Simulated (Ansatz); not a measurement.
Write a Python script for the Ansatz DFT code, driven from Python that makes a few random alloy cells with their mixing energies of Zn-Li random alloys. Settings (first run): LDA, PAW, cutoff 500 eV, 18×18×18 k-points, cold smearing of 0.1 eV.

`random_alloy.py`
```python
# -*- coding: utf-8 -*-
"""Random Zn-Li cells of 8 mixed sites, after relaxing cells and atoms."""

from collections import Counter

import ansatz as az
import numpy as np


def fcc(a_site, a):
    return (
        az.Lattice.fcc(a)
        .space_group(225)
        .atom(a_site, (0, 0, 0))
        .primitive()
    )

A_FIRST, A_LAST = 3.94, 4.42


def run_phase(name, crystal):
    calc = (
        crystal.calculation()
        .functional("LDA")
        .basis(500)
        .kpoints(spacing=0.16)
        .occupations("cold", width=0.1)
        .band_table()
    )
    calc = calc.relax(force_tolerance=0.02, cell=True)
    return calc.run(threads=1, pin="off")

def relaxed_twice(name, crystal):
    # the second pass draws mesh and plane waves anew for the relaxed cell
    first = run_phase(name, crystal)
    again = az.Crystal(lattice=az.Lattice.of(first.lattice.cell_ang))
    for site in first.report["lattice"]["sites"]:
        again = again.atom(site["symbol"], site["position_frac"])
    return run_phase(name, again)


def volume_per_atom(outcome):
    return abs(np.linalg.det(outcome.lattice.cell_ang)) / len(outcome.lattice.sites)


def counts(outcome):
    return Counter(site.symbol for site in outcome.lattice.sites)


def main():
    phases = {"Zn": fcc("Zn", A_FIRST), "Li": fcc("Li", A_LAST)}
    for k in [5]:
        a = A_FIRST + (A_LAST - A_FIRST) * k / 8
        supercell = fcc("Zn", a).supercell(2).resolved()
        for seed in [74]:
            drawn = supercell.site_disorder().occupy("Zn", Zn=8 - k, Li=k).random(seed=seed)
            phases[f"Zn{8 - k}Li{k} seed {seed}"] = drawn.crystal

    done = {}
    for name, crystal in phases.items():
        done[name] = relaxed_twice(name, crystal)
        print(f"{name}: {done[name].report['energy_sigma0_ev']:.4f} eV, {len(done[name].lattice.sites)} atoms")

    # mixing quantities against the straight line between the end members, both on this lattice
    x = {name: counts(o)["Li"] / (counts(o)["Zn"] + counts(o)["Li"]) for name, o in done.items()}
    first, last = min(x, key=x.get), max(x, key=x.get)
    energy = {name: o.report["energy_sigma0_ev"] / len(o.lattice.sites) for name, o in done.items()}
    volume = {name: volume_per_atom(o) for name, o in done.items()}
    rows = []
    for name in sorted(done, key=x.get):
        line = lambda table: (1 - x[name]) * table[first] + x[name] * table[last]
        rows.append((name, x[name], 1000 * (energy[name] - line(energy)), volume[name], 100 * (volume[name] / line(volume) - 1)))
    print("| cell | x(Li) | E_mix (meV/atom) | V (A^3/atom) | excess V (%) |")
    print("| --- | --- | --- | --- | --- |")
    for row in rows:
        print(f"| {row[0]} | {row[1]:.3f} | {row[2]:+.1f} | {row[3]:.3f} | {row[4]:+.2f} |")


if __name__ == "__main__":
    main()
```

Output of `python random_alloy.py`:
```text
Zn: -3246.2279 eV, 1 atoms
Li: -201.6403 eV, 1 atoms
Zn3Li5 seed 74: -10747.9190 eV, 8 atoms
| cell | x(Li) | E_mix (meV/atom) | V (A^3/atom) | excess V (%) |
| --- | --- | --- | --- | --- |
| Zn | 0.000 | +0.0 | 13.505 | +0.00 |
| Zn3Li5 seed 74 | 0.625 | -129.2 | 13.837 | -18.16 |
| Li | 1.000 | +0.0 | 18.948 | +0.00 |
```

Caveats:
- Total energies depend on the potentials; only differences at equal settings carry meaning.
- Cells of eight mixed sites are far from the random limit, and both end members stand on the same lattice, which need not be their own. Differences under 10 to 15 meV an atom lie within the error of mesh and functional.
- The cells are prototypes set up for this calculation and needn't exist.
- Timing: 6.6 min on 1 thread of Arm Neoverse V1, on a shared host, peak memory 0.77 GiB.
